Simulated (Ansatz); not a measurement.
This script makes vertical energies of changing the electron count of H₄OSSeSi, SMILES O[SiH](S)[SeH] with Ansatz 0.2.0 through its Python package.

Script `ip.py`:
```python
import ansatz as az

BASIS_SET = "def2-SVPD"
FUNCTIONAL = "CAM-B3LYP"


def single_point(molecule, charge=0, unpaired=0):
    calc = molecule.calculation().basis(gaussian=BASIS_SET).functional(FUNCTIONAL)
    if charge:
        calc = calc.charge(charge)
    if unpaired:
        calc = calc.spin("collinear", total=unpaired)
    return calc.run(threads=1, pin="off").report["free_energy_ev"]

GEOMETRY = """
O    -0.46830    1.50380   -1.22970
Si   -0.07010    0.39140   -0.05520
S     2.02120    0.07480   -0.15250
Se   -1.07410   -1.56260   -0.45820
H    -1.48610    1.67540   -1.12100
H    -0.43250    0.90760    1.27900
H     2.03320   -0.85390    0.92090
H    -0.43100   -2.19360    0.76090
"""

mol = az.Crystal.molecule()
for line in GEOMETRY.strip().splitlines():
    symbol, *xyz = line.split()
    mol = mol.atom(symbol, [float(v) for v in xyz])

parent = single_point(mol, 0, 0)
cation = single_point(mol, 1, 1)
print(f"E(N)   = {parent:.5f} eV")
print(f"E(N-1) = {cation:.5f} eV  (1 unpaired)")
print(f"vertical ionisation energy {cation - parent:.3f} eV")
anion = single_point(mol, -1, 1)
print(f"E(N+1) = {anion:.5f} eV  (1 unpaired)")
print(f"vertical electron affinity {parent - anion:.3f} eV" + ("" if anion < parent else " (unbound in this basis)"))
print(f"fundamental gap IP - EA = {cation + anion - 2 * parent:.3f} eV")
```

What does it cost to change the electron count at this fixed geometry?

At this unrelaxed geometry removing an electron costs 9.23 eV and an added one is unbound in this basis (by 0.45 eV).

The output:

Output of `python ip.py`:
```text
E(N)   = -86165.18727 eV
E(N-1) = -86155.96054 eV  (1 unpaired)
vertical ionisation energy 9.227 eV
E(N+1) = -86164.73257 eV  (1 unpaired)
vertical electron affinity -0.455 eV (unbound in this basis)
fundamental gap IP - EA = 9.681 eV
```

What to keep in mind:
- Total energies depend on the basis set; only differences at equal settings carry meaning.
- The geometry is a force-field or estimated start, not a minimum of this method, and the basis set is short of its limit. All parts are taken at fixed geometry, without zero-point energy. At an unrelaxed start these energies can be a whole eV from those at the minimum, and a small affinity can change sign.
- A negative electron affinity means that the anion is unbound here; its size hangs on the basis and tends to about zero as the basis grows, and so does its part in any gap built on it.
- Run time: 60 s on 1 thread of Arm Neoverse V2, on a shared host, peak memory 0.76 GiB.
